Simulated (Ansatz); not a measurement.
**MnS (F-43m): Heisenberg exchange couplings**

A script is to give the Heisenberg exchange couplings; the system is MnS (F-43m).

Program: Ansatz 0.2.0, driven from Python. Level of theory: DFT PBEsol+D3(BJ) with three-body term, plane waves, PAW. These are calculated values, not measurements.

## 1. The structure

The structure is cubic, space group F-43m (No. 216). Conventional cell: a = 5.600 Å, b = 5.600 Å, c = 5.600 Å, α = 90.00°, β = 90.00°, γ = 90.00°. Mn (site symmetry -43m) has 4 S at 2.42 Å as nearest neighbours. S (site symmetry -43m) has 4 Mn at 2.42 Å as nearest neighbours.

No structure file is read: the coordinates are typed or built in the script.

## 2. The script

jij_mns.py

```python
import ansatz as az
import numpy as np
from pymatgen.core import Lattice, Structure
from pymatgen.io.ase import AseAtomsAdaptor

MIXING_BETA = 0.4
FUNCTIONAL = "pbesol"
DISPERSION = "d3bjatm"
KGRID = (7, 7, 7)
OCCUPATIONS = "Methfessel-Paxton"
SMEARING_WIDTH = 0.1

pmg_structure = Structure(
    Lattice([(0.0, 2.8, 2.8), (2.8, 0.0, 2.8), (2.8, 2.8, 0.0)]),
    ["Mn", "S"],
    [
        (0.0, 0.0, 0.0),
        (0.25, 0.25, 0.25),
    ],
)
xtal = az.Crystal.from_ase(AseAtomsAdaptor.get_atoms(pmg_structure)).moments(Mn=5.2)

job = (
    xtal.calculation()
    .mixing("anderson", ndim=6, beta=MIXING_BETA)
    .spin(az.SpinTreatment.COLLINEAR)
    .functional(FUNCTIONAL, dispersion=DISPERSION)
    .eigensolver("auto", mixed_precision=False)
    .kpoints(*KGRID)
    .occupations(OCCUPATIONS, width=SMEARING_WIDTH)
    .eigenstates(nscf_kmesh=(7, 7, 7))
    .exchange_couplings(magnetic=["Mn"])
)
couplings = job.run(threads=1, pin="off").exchange_couplings().to_plain()
for atom in couplings["atoms"]:
    print(atom["site"]["symbol"], atom["role"], "moment", round(atom["moment_mub"], 3), "muB")
shells = {}
for pair in couplings["pairs"]:
    key = (pair["site"], pair["partner"], round(float(np.linalg.norm(pair["displacement_ang"])), 2))
    shells.setdefault(key, []).append(1000 * pair["coupling_ev"])
print("site partner distance (A)  count  mean J (meV)")
for (i, j, d), values in sorted(shells.items(), key=lambda item: item[0][2])[:10]:
    print(f"{i:4d} {j:7d} {d:12.2f} {len(values):6d} {np.mean(values):13.3f}")
print("mean-field order:", couplings["mean_field_order"])
```

## 3. The calls as engine input

The engine receives this input:

```yaml
crystal:
  lattice:
    - [0.0, 2.8, 2.8]
    - [2.8, 0.0, 2.8]
    - [2.8, 2.8, 0.0]
  atoms:
    - { symbol: Mn, position: [0.0, 0.0, 0.0] }
    - { symbol: S, position: [0.25, 0.25, 0.25] }
kpoints:
  mp_grid:
    grid: [7, 7, 7]
hamiltonian:
  xc: pbesol
  dispersion: d3bjatm
magnetization:
  spin_polarized: true
  per_species:
    Mn: 5.2
scf:
  mixing:
    algorithm: anderson
    beta: 0.4
    ndim: 6
  occupations:
    method: methfessel_paxton
    width: 0.1
  eigensolver:
    kind: auto
    mixed_precision: false
output:
  eigenstates:
    nscf_kmesh:
      grid: [7, 7, 7]
    exchange_couplings:
      magnetic:
        - { species: Mn }
```

## 4. Running it

Command:

```console
$ python jij_mns.py
```

Without the output at hand: what should come out? Wanted: free energy; gap on the mesh; moment, net / absolute.

The runs gave:

| quantity | value |
| --- | --- |
| free energy | -4754.8490 eV (-2377.4245 eV/atom) |
| gap on the mesh | none |
| moment, net / absolute | 4.85 / 4.85 μB per cell |

**Reading.** Filled and empty levels meet on the mesh: no gap at this level. For a metal this k-point mesh is coarse: on a finer one energies can move by several to tens of meV an atom and pressures by half a GPa or more, differences at one mesh by less. With one magnetic atom the cell can hold only ferromagnetic order. Without a Hubbard U or exact exchange, semilocal functionals often make such 3d compounds metallic or too weakly gapped. Couplings oscillate with the k-mesh and hold for small turns from this magnetic state; mean-field temperatures overestimate ordering, and where the couplings favour a wavevector other than zero the state started from isn't the stable order.
